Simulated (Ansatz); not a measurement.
Geometry optimisation, DFT PBEsol, scalar-relativistic, plane waves, PAW (Ansatz).

Input file:

```yaml
crystal:
  lattice:
    - [5.846359, 0.0, 0.0]
    - [0.0, 5.308, 0.0]
    - [0.0, 0.0, 15.709827]
  atoms:
    - { symbol: Si, position: [0.0, 0.0, 0.0636544] }
    - { symbol: Si, position: [0.5, 0.25, 0.0636544] }
    - { symbol: O, position: [0.0, 0.0, 0.1773824] }
    - { symbol: O, position: [0.1944, 0.25, 0.0636544] }
    - { symbol: O, position: [0.5, 0.0, 0.1359997] }
    - { symbol: O, position: [0.8056, 0.25, 0.0636544] }
    - { symbol: Si, position: [0.5, 0.0, 0.2497277] }
    - { symbol: Si, position: [0.0, 0.25, 0.2497277] }
    - { symbol: O, position: [0.5, 0.0, 0.3634557] }
    - { symbol: O, position: [0.6944, 0.25, 0.2497277] }
    - { symbol: O, position: [0.0, 0.0, 0.322073] }
    - { symbol: O, position: [0.3056, 0.25, 0.2497277] }
    - { symbol: Si, position: [0.0, 0.5, 0.0636544] }
    - { symbol: Si, position: [0.5, 0.75, 0.0636544] }
    - { symbol: O, position: [0.0, 0.5, 0.1773824] }
    - { symbol: O, position: [0.1944, 0.75, 0.0636544] }
    - { symbol: O, position: [0.5, 0.5, 0.1359997] }
    - { symbol: O, position: [0.8056, 0.75, 0.0636544] }
    - { symbol: Si, position: [0.5, 0.5, 0.2497277] }
    - { symbol: Si, position: [0.0, 0.75, 0.2497277] }
    - { symbol: O, position: [0.5, 0.5, 0.3634557] }
    - { symbol: O, position: [0.6944, 0.75, 0.2497277] }
    - { symbol: O, position: [0.0, 0.5, 0.322073] }
    - { symbol: O, position: [0.3056, 0.75, 0.2497277] }
    - { symbol: Si, position: [0.8201302, 0.8444625, 0.3991022] }
    - { symbol: Cl, position: [1.0004007, 1.087056, 0.4785429] }
    - { symbol: Cl, position: [0.6398598, 0.6018689, 0.4785429] }
basis:
  ecutwfc: 420.0
kpoints:
  mp_grid: { grid: [2, 2, 1] }
hamiltonian:
  xc: pbesol
  pseudopotentials: { kind: paw, azcp: { folder: soft_1 } }
scf:
  occupations: { method: fermi_dirac, width: 0.05 }
  lower_state_search: "off"
relax:
  f_tol: 0.03
  max_steps: 60
  adjacent_minimum: "off"
  constraints: [{ sites: [0, 1, 3, 5, 12, 13, 15, 17] }]
```

Run as:

```bash
$ ansatz run input.yaml --threads 2 --pin off --max-ram 5120MiB --backend cpu --events-out ev --progress --plain --runs-dir out
```

Question: Where does it end, and by what steps?

Answer: The forces met the threshold. Limits of this set-up: coarse k mesh, thin slab, slab without dipole correction, no dispersion correction for a molecule that may bind weakly, PAW files made for another functional. After 16 steps the energy has fallen by 4.983 eV; Cl27 moved furthest, 1.24 Å. Parted: O17–Si19 (1.79 → 2.52 Å).

```tsv
step	energy less start (eV)	largest force component (eV/Å)	accepted
0	0.0000	3.883	yes
1	-1.8391	3.343	yes
2	-3.4899	1.851	yes
3	-4.0774	0.692	yes
4	-4.4026	0.971	yes
5	-4.5288	0.752	yes
6	-4.6664	0.466	yes
7	-4.7845	0.326	yes
8	-4.8589	0.219	yes
9	-4.9161	0.287	yes
10	-4.9638	0.202	yes
11	-4.9103	0.775	no
12	-4.9760	0.442	yes
13	-4.9713	0.174	no
14	-4.9825	0.129	yes
15	-4.9831	0.030	yes
16	-4.9833	0.009	yes
```

```xyz
27
Lattice="5.8464 0.0000 0.0000 0.0000 5.3080 0.0000 0.0000 0.0000 15.7098" Properties=species:S:1:pos:R:3
Si 0.000 0.000 1.000
Si 2.923 1.327 1.000
O 0.030 -0.004 2.804
O 1.137 1.327 1.000
O 2.906 -0.001 2.069
O 4.710 1.327 1.000
Si 2.955 0.009 4.181
Si -0.002 1.363 4.022
O 3.203 0.063 5.874
O 4.053 1.351 3.882
O -0.115 -0.030 5.202
O 1.799 1.311 4.057
Si 0.000 2.654 1.000
Si 2.923 3.981 1.000
O 0.047 2.656 2.720
O 1.137 3.981 1.000
O 2.908 2.655 1.965
O 4.710 3.981 1.000
Si 2.945 2.657 4.484
Si -0.005 3.935 4.026
O 3.071 2.602 6.070
O 4.044 3.960 3.908
O -0.020 2.649 5.064
O 1.804 4.003 4.083
Si 4.665 5.379 6.597
Cl 5.722 6.726 7.659
Cl 4.468 4.026 8.082
```

Run time: 2.9 min on 2 threads of Intel(R) Xeon(R) Platinum 8259CL CPU @ 2.50GHz (Skylake/Cascade Lake), on a shared host, peak memory 0.92 GiB.
